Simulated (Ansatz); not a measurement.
# Ta3N (P-3m1) in Ansatz: notebook

One crystal, Ta3N, is run at these levels: BLYP+D3(BJ), BLYP+D4; tasks: relaxation of cell and atoms.

Program: Ansatz 0.2.0. These are calculated values, not measurements. Logs are shortened: lines on timing, memory, paths and dates and some standing lists are left out, and cuts for length are marked.

## (1) The crystal as given

It takes space group P-3m1 (No. 164, trigonal). The conventional cell has a = 3.032 Å, b = 3.032 Å, c = 7.524 Å, α = 90.00°, β = 90.00°, γ = 120.00°. Around Ta (site symmetry 3m) lie 3 N at 2.19 Å. Ta (site symmetry -3m) is surrounded by 12 Ta at 3.01 to 3.03 Å. N (site symmetry -3m) is surrounded by 6 Ta at 2.19 Å.

The cell comes from a database or a generator and needn't be the stable form of this composition.

## (2) Relaxation of cell and atoms, BLYP+D3(BJ)

input.yaml reads:

```yaml
crystal:
  lattice:
    - [3.0322239879, 0.0, 0.0]
    - [-1.516111994, 2.6259830035, 0.0]
    - [0.0, 0.0, 7.524137]
  atoms:
    - { symbol: Ta, position: [0.6666666667, 0.3333333333, 0.82607] }
    - { symbol: Ta, position: [0.3333333333, 0.6666666667, 0.17393] }
    - { symbol: Ta, position: [0.0, 0.0, 0.5] }
    - { symbol: "N", position: [0.0, 0.0, 0.0] }
hamiltonian:
  xc: blyp
  pseudopotentials: { kind: paw }
  dispersion: d3bj
kpoints:
  mp_grid: { grid: [7, 7, 3] }
scf:
  occupations: { method: fermi_dirac, width: 0.05 }
output:
  forces: true
  stress: true
  eigenvalues: true
  write_density: true
  write_potential: true
  elf: true
  volumetric_format: npy
relax:
  f_tol: 0.01
  max_steps: 40
  cell: { stress_tol: 0.05 }
```

Potentials or basis: Ansatz PAW.

Launch:

```
ansatz run input.yaml --threads 2 --pin off --max-ram 5632MiB --backend cpu --events-out ev --progress --plain --runs-dir out
```

Log:

```text
Warning: RAYON_NUM_THREADS=2 ignored (pool sized by the plan → 2); use --threads N
Engine: ansatz 0.2.0, aarch64-unknown-linux-gnu
Pseudopotentials: kind: paw
Pseudopotential: Ta, paw, valence charge 13, recommended cutoff 420 eV (normal), Ta.paw.azcp
Pseudopotential: N, paw, valence charge 5, recommended cutoff 420 eV (normal), N.paw.azcp
Functional definition: BLYP
  parameter beta = 0.0042
  parameter a = 0.04918
  parameter b = 0.132
  parameter c = 0.2533
  parameter d = 0.349
  exchange = b88_x(beta = beta)
  correlation = lyp_c(a = a, b = b, c = c, d = d)
Crystal: 4 atoms, lattice volume = 59.911 Å³
Basis set: ecut = 420 eV, 1189 PW (Γ), exchange–correlation on 48×48×108 points (8 copies of the dense FFT grid, shifted against one another)
Bands: 27, of which v1, the nominal top of the filled ones, is band 22 counted from 1 (21 counted from 0)
Symmetry: 12 space group operations
Space group: P-3m1 (ITA 164), of the structure as read, at distance tolerance 3.9e-5 Å
k-points: 20 of 147
Non-local potential: Ta, projectors of the file, l = 0: 3, l = 1: 2, l = 2: 2, l = 3: 1
Non-local potential: N, projectors of the file, l = 0: 2, l = 1: 2, l = 2: 1
PAW form: soft (Blöchl's): semilocal exchange-correlation on the pseudo side does not see the compensation charge
PAW frozen core: Ta, regenerated for the run's functional, and the local potential with it (the file was generated under x = pbe(κ = 0.804, μ = 0.2195149727645171), c = pbe(β = 0.06672455060314922))
PAW frozen core: N, regenerated for the run's functional, and the local potential with it (the file was generated under x = pbe(κ = 0.804, μ = 0.2195149727645171), c = pbe(β = 0.06672455060314922))
PAW one-centre angular grid: Ta, 590 points (default); XC on 64 Gauss nodes
PAW one-centre angular grid: N, 110 points (default); XC on 64 Gauss nodes
Initial density: superposition of atomic densities (neutral atoms: chi_scale 0, normalization atom), corrected by the library's trained network
Initial wavefunctions: pseudopotential atomic-orbital guess
Functional: x = b88, c = lyp
SCF iter   1: F=—  HF=-30260.683430 eV  |F-HF|=—  |Δ(HF+E_count)|=         —  Δρ=2.10e-2  dr2=4.00e-1  ethr=1.77e-3  ⟨swp⟩=5.5  Hψ=2261  notcnv=0
preconditioner: auto → Kerker (q_TF=auto, 2.591 Å⁻¹)  [metal: Δε(μ)=0.055 eV  Ē_g=6.819 eV  σ=0.050 eV  W_gap=0.26  n_scr=24 (ndim 8)  ℏωp=21.5 eV  f_vac=0.000  D(μ)=3.73/eV (n_scr^D=38)]
SCF iter   2: F=—  HF=-30260.631879 eV  |F-HF|=—  |Δ(HF+E_count)|=   5.16e-2  Δρ=8.65e-3  dr2=8.68e-2  ethr=9.10e-4  ⟨swp⟩=1.9  Hψ=751  notcnv=0
[... 98 lines left out ...]
SCF iter   4: F=—  HF=-30260.692197 eV  |F-HF|=—  |Δ(HF+E_count)|=  4.73e-11  Δρ=2.03e-7  dr2=1.49e-10  ethr=1.04e-12  ⟨swp⟩=2.0  Hψ=719  notcnv=0
SCF iter   5: F=-30260.692197 eV  HF=-30260.692197 eV  |F-HF|=1.46e-11  |Δ(HF+E_count)|=  2.55e-11  Δρ=9.88e-8  dr2=4.66e-12  ethr=1.00e-12  ⟨swp⟩=4.9  Hψ=2372  notcnv=0
SCF 9 converged in 5 iterations: F = -30260.692197 eV  dr2 = 4.66e-12
relax step   9: F+E_penalty+E_count = -30260.69219720 eV  Δ(F+E_penalty+E_count) = +2.823e-5 eV  max|allowed force component| = 2.812e-4 eV/Å  Δτ_max = 0.0000 Å  P = -0.003 GPa  Ω = 57.866 Å³  stress off target by 3.61e-3 GPa  SCF on the basis re-selected at this cell (its energy is not comparable with the rows above)  (5 SCF iters)
basis re-selected at this cell: Δ(F+E_penalty+E_count) = +2.823e-5 eV, ΔP = -0.000 GPa vs the last step (what re-selecting the basis moved, of the pressure what is left beyond the Pulay correction that the steps carried, after the strain that the cell walked since its last selection, with what the two solves' SCF thresholds leave and, on support functions, any second-order correction that the steps lacked; it is no measure of the basis error at this ecutwfc). This SCF's stress stands 3.61e-3 GPa from its target on what of the cell is left free (relax.cell.stress_tol is 5.00e-2 GPa) and its largest allowed force component is 2.81e-4 eV/Å (relax.f_tol is 1.00e-2 eV/Å): within both
SCF converged after 5 iterations
Free energy (F): -30260.692197 eV
Harris-Foulkes:  -30260.692197 eV  (|F-HF|=1.46e-11)
Internal energy: -30260.662982 eV  (E = F + TS)
E sigma→0 (E₀):  -30260.677590 eV
Entropy (-TS):   -0.029215 eV (-7.304 meV/atom)
Fermi energy:    20.039049 eV
--- Per-component energies (eV) ---
  E_band       = -245.981816
  E_kinetic    = 1236.460416
  E_local      = -1803.939257  (includes V_loc(G=0)·N_el)
  E_nonlocal   = 89.066300
  E_hartree    = 633.693169
  E_xc         = -706.223576
  E_vxc        = -677.404139  (∫ρ·V_xc dr)
  E_paw        = -25402.567190  (= ΣΔE_a)
  E_vpaw       = -357.552106  (= ΣTr[D̂ρ^β])
  E_aug_tail   = 0.000622  (compensation charges beyond the density's cutoff)
  E_ewald      = -4302.426255
  E_disp       = -5.433628  (pairwise vdW)
  E_core_change = 0.706418  (= ΣΔE_core)
  E_smearing   = -0.029215  (= −TS)
  E_closure    = 0.000000  (closes the sum)
  Σ components = -30260.692197   (vs F -30260.692197, Δ=0.00e0)
--- Forces (eV/Å), atoms counted from 1 ---
  atom   1  Ta    -0.00000000     0.00000000     0.00028117
  atom   2  Ta     0.00000000    -0.00000000    -0.00028117
  atom   3  Ta     0.00000000    -0.00000000     0.00000000
  atom   4  N     -0.00000000     0.00000000     0.00000000
  max |Σ_I F_I| component: 1.85e-17 eV/Å
--- Stress (GPa, compression-positive) ---
       -0.002676       0.000000      -0.000000
        0.000000      -0.002676       0.000000
       -0.000000       0.000000      -0.003613
  P = ⅓ Tr σ = -0.0030 GPa (-0.030 kbar)
--- Band table (eV; the first three rows and the last of 20) ---
  k-point 0: bands = ["-48.1923", "-48.1717", "-47.5872", "-15.0516", "-14.8394", "-14.3490", "-14.3490", "-14.3316", "-14.3316", "-13.9595", "-13.7170", "-13.7170", "3.0988", "11.6457", "13.2698", "15.1083", "15.1083", "16.1505", "18.7799", "19.4978", "19.7223", "19.7223", "20.3716", "20.3716", "20.6475", "21.7838", "21.7838"]
  k-point 1: bands = ["-48.1913", "-48.1728", "-47.5871", "-15.1412", "-14.7032", "-14.3512", "-14.3512", "-14.3292", "-14.3292", "-14.0072", "-13.7171", "-13.7171", "3.1133", "11.3836", "13.6947", "15.1032", "15.1032", "16.1071", "18.6247", "19.0786", "19.8637", "19.8637", "20.5135", "20.5135", "20.8952", "21.4050", "21.4050"]
  k-point 2: bands = ["-48.1787", "-48.1599", "-47.5753", "-15.0175", "-14.8103", "-14.5261", "-14.4967", "-14.3983", "-14.3620", "-13.9543", "-13.8741", "-13.7534", "3.2968", "12.2038", "13.4431", "14.8332", "15.0989", "16.6808", "17.8574", "18.8833", "19.5482", "19.7305", "20.2868", "20.8356", "20.8865", "21.3001", "21.8925"]
  k-point 19: bands = ["-48.1099", "-48.1064", "-47.5183", "-15.1304", "-15.0517", "-14.8808", "-14.8337", "-14.7072", "-14.6594", "-14.3072", "-14.1462", "-13.9637", "4.0887", "12.7155", "13.3391", "13.8848", "17.1925", "17.3700", "17.9448", "18.2705", "18.7697", "18.9230", "20.1396", "20.9419", "23.1422", "23.3752", "23.7953"]
--- Relaxed structure (7 steps of the walk, 6 accepted, 2 SCFs on fresh bases) ---
  F+E_penalty+E_count = -30260.69219720 eV   max|allowed force component| = 2.812e-4 eV/Å   (the final SCF, on the basis selected at the relaxed cell)
  cell:  # Å, volume = 57.8663 Å³
    - [2.961942252627867, 2.819840497439633e-11, -2.1252123212987364e-18]
    - [-1.480971126338354, 2.565117235304139, 2.125212321287064e-18]
    - [-5.2734853109117395e-18, 3.0446481637220435e-18, 7.61626229281727]
  atoms:
    - { symbol: Ta, position: [0.6666666666666667, 0.33333333333333337, 0.8213953329002851] }
    - { symbol: Ta, position: [0.3333333333333333, 0.6666666666666667, 0.17860466709971487] }
    - { symbol: Ta, position: [-9.62964972193618e-35, 0.0, 0.5] }
    - { symbol: N, position: [-7.994180346598529e-35, -6.990342191055252e-35, 2.881930970915347e-20] }
```

rho_z.tsv:

```text
# z_ang	rho[e/angstrom^3]
# format = ansatz-planar-average/11
# lattice	2.961942253	0.000000000	-0.000000000
# lattice	-1.480971126	2.565117235	0.000000000
# lattice	-0.000000000	0.000000000	7.616262293
# sites	4
# site	73	1.480971126	0.855039078	6.255962301
# site	73	-0.000000000	1.710078157	1.360299991
# site	73	-0.000000000	0.000000000	3.808131146
# site	7	-0.000000000	-0.000000000	0.000000000
0.000000	7.894749e-1
0.141042	7.680315e-1
0.282084	7.061218e-1
0.423126	6.331913e-1
0.564168	6.176093e-1
0.705209	7.039786e-1
[... 46 lines left out ...]
7.334179	7.061218e-1
7.475220	7.680315e-1
```

v_z.tsv:

```text
# z_ang	v_es[eV]	v_tot[eV]
# format = ansatz-planar-average/11
# xc	blyp
# density_cutoff_ev	1680
# datasets	Ta=:simpson_from_first_knot:soft:shift=-278665	N=:simpson_from_first_knot:soft:shift=-43010
# lattice	2.961942253	0.000000000	-0.000000000
# lattice	-1.480971126	2.565117235	0.000000000
# lattice	-0.000000000	0.000000000	7.616262293
# sites	4
# site	73	1.480971126	0.855039078	6.255962301
# site	73	-0.000000000	1.710078157	1.360299991
# site	73	-0.000000000	0.000000000	3.808131146
# site	7	-0.000000000	-0.000000000	0.000000000
0.000000	8.962352e0	-3.203960e0
0.141042	9.310523e0	-2.827599e0
0.282084	1.009313e1	-1.977275e0
0.423126	1.062606e1	-1.400254e0
0.564168	1.033323e1	-1.793669e0
0.705209	8.820623e0	-3.674691e0
[... 46 lines left out ...]
7.334179	1.009313e1	-1.977275e0
7.475220	9.310523e0	-2.827599e0
```

Wall time 12 s (2 threads of Arm Neoverse V1, shared host); peak memory 0.35 GiB.

What came out:

- Free energy: -30260.6922 eV
- Relaxed volume: 14.47 Å³/atom
- Relaxed cell: a = 2.962 Å, b = 2.962 Å, c = 7.616 Å, α = 90.00°, β = 90.00°, γ = 120.00°
- Space group after relaxing (to 0.05 Å): P-3m1 (No. 164)
- Energy gained by relaxing: 18.1 meV/atom
- Ionic steps: 8
- Pressure after relaxing: 0.0 GPa
- Band gap on the k mesh: none (metal or under the smearing width)

Step by step:
```
step  energy change (eV)  largest force (eV/Å)  volume (Å³)
   1              0.0000                0.0937        59.91
   2             -0.0627                0.1437        58.19
   3             -0.0741                0.0615        57.79
   4             -0.0745                0.0046        57.83
   5             -0.0744                0.0021        57.88
   6             -0.0722                0.0023        57.88
   7             -0.0723                0.0002        57.87
   8             -0.0722                0.0003        57.87
```

Final structure:
```
Ta N
1.0
     2.96194    0.00000    0.00000
    -1.48097    2.56512    0.00000
     0.00000    0.00000    7.61626
Ta N
3 1
Direct
  0.66667 0.33333 0.82140
  0.33333 0.66667 0.17860
  0.00000 0.00000 0.50000
  0.00000 0.00000 0.00000
```

Caveat: the plane-wave basis is chosen anew once the cell has moved, so the energies of steps on either side of that aren't comparable; pairwise dispersion overbinds metals, which lowers pressure and volume; the PAW data sets come from PBE, with cores solved anew for the run's functional, which leaves a small shift of forces and pressure. The run has no spin-orbit coupling, so splittings on Ta are missing.

## (3) Relaxation of cell and atoms, BLYP+D4

input.yaml: that of step 2 with these lines changed.

```diff
@@ -13,3 +13,3 @@
   pseudopotentials: { kind: paw }
-  dispersion: d3bj
+  dispersion: d4
 kpoints:
@@ -22,6 +22,2 @@
   eigenvalues: true
-  write_density: true
-  write_potential: true
-  elf: true
-  volumetric_format: npy
 relax:
```

Potentials or basis: Ansatz PAW.

Launch:

```
ansatz run input.yaml --threads 2 --pin off --max-ram 5632MiB --backend cpu --events-out ev --progress --plain --runs-dir out
```

Log:

```text
Warning: RAYON_NUM_THREADS=2 ignored (pool sized by the plan → 2); use --threads N
Engine: ansatz 0.2.0, aarch64-unknown-linux-gnu
Pseudopotentials: kind: paw
Pseudopotential: Ta, paw, valence charge 13, recommended cutoff 420 eV (normal), Ta.paw.azcp
Pseudopotential: N, paw, valence charge 5, recommended cutoff 420 eV (normal), N.paw.azcp
Functional definition: BLYP
  parameter beta = 0.0042
[... 201 lines left out ...]
  k-point 1: bands = ["-49.0657", "-49.0481", "-48.4787", "-15.9425", "-15.5435", "-15.2549", "-15.2549", "-15.2328", "-15.2328", "-14.8915", "-14.6359", "-14.6359", "2.4501", "10.7674", "13.0277", "14.3301", "14.3301", "15.4448", "17.8533", "18.3198", "19.0762", "19.0762", "19.7344", "19.7344", "20.1477", "20.6035", "20.6035"]
  k-point 2: bands = ["-49.0550", "-49.0377", "-48.4688", "-15.8419", "-15.6296", "-15.4053", "-15.3774", "-15.2964", "-15.2612", "-14.8487", "-14.7723", "-14.6677", "2.6248", "11.5490", "12.7512", "14.0890", "14.3246", "16.0561", "17.1106", "18.1086", "18.8149", "18.9912", "19.4754", "20.0314", "20.1206", "20.4567", "21.0470"]
  k-point 19: bands = ["-48.9973", "-48.9940", "-48.4214", "-15.9361", "-15.8652", "-15.7183", "-15.6707", "-15.5547", "-15.5108", "-15.1610", "-15.0124", "-14.8486", "3.3829", "12.0525", "12.6704", "13.2199", "16.5303", "16.6892", "17.2353", "17.5518", "18.0046", "18.1818", "19.3351", "20.1229", "22.2155", "22.4280", "22.8607"]
--- Relaxed structure (9 steps of the walk, 6 accepted, 2 SCFs on fresh bases) ---
  F+E_penalty+E_count = -30257.62507439 eV   max|allowed force component| = 1.214e-4 eV/Å   (the final SCF, on the basis selected at the relaxed cell)
  cell:  # Å, volume = 60.0287 Å³
    - [3.002593903990947, 2.8585420693353986e-11, 2.3435555389503548e-18]
    - [-1.501296952020229, 2.600322598090161, -2.343555538937468e-18]
    - [5.815280471556843e-18, -3.357453745555774e-18, 7.688384624211389]
  atoms:
    - { symbol: Ta, position: [0.6666666666666667, 0.33333333333333337, 0.8232307171996949] }
    - { symbol: Ta, position: [0.3333333333333333, 0.6666666666666669, 0.17676928280030504] }
    - { symbol: Ta, position: [9.62964972193618e-35, 0.0, 0.5] }
    - { symbol: N, position: [-1.1061341214356668e-35, -9.645144280117027e-35, -1.152772388366139e-19] }
```

It took 16 s on 2 threads of Arm Neoverse V1, shared host; peak memory 0.35 GiB.

What came out:

```yaml
Free_energy: -30257.6251 eV
Relaxed_volume: 15.01 Å³/atom
Relaxed_cell: a = 3.003 Å, b = 3.003 Å, c = 7.688 Å, α = 90.00°, β = 90.00°, γ = 120.00°
Space_group_after_relaxing_to_0.05_Å: P-3m1 (No. 164)
Energy_gained_by_relaxing: 3.6 meV/atom
Ionic_steps: 8
Pressure_after_relaxing: 0.0 GPa
Band_gap_on_the_k_mesh: none (metal or under the smearing width)
```

The path:
| step | energy change (eV) | largest force (eV/Å) | volume (Å³) |
| --- | --- | --- | --- |
| 1 | 0.0000 | 0.0504 | 59.91 |
| 2 | -0.0067 | 0.0644 | 60.17 |
| 3 | -0.0127 | 0.0648 | 60.14 |
| 4 | -0.0141 | 0.0162 | 60.03 |
| 5 | -0.0141 | 0.0001 | 60.03 |
| 6 | -0.0146 | 0.0002 | 60.03 |
| 7 | -0.0146 | 0.0001 | 60.03 |
| 8 | -0.0146 | 0.0001 | 60.03 |

Final structure:
```
Ta N
1.0
     3.00259    0.00000    0.00000
    -1.50130    2.60032    0.00000
     0.00000    0.00000    7.68838
Ta N
3 1
Cartesian
  1.5013 0.8668 6.3293
  0.0000 1.7335 1.3591
  0.0000 0.0000 3.8442
  0.0000 0.0000 0.0000
```

Levels at points of the mesh, in eV from the Fermi level:
```
           k point  band 18  band 19  band 20  band 21  band 22  band 23  band 24  band 25  band 26  band 27
(0.00, 0.00, 0.00)    -3.72    -1.33    -0.52    -0.32    -0.32     0.33     0.33     0.66     1.70     1.70
```

Caveat: the plane-wave basis is chosen anew once the cell has moved, so the energies of steps on either side of that aren't comparable; pairwise dispersion overbinds metals, which lowers pressure and volume; the PAW data sets come from PBE, with cores solved anew for the run's functional, which leaves a small shift of forces and pressure. Spin-orbit coupling is left out, which matters for the levels of Ta.
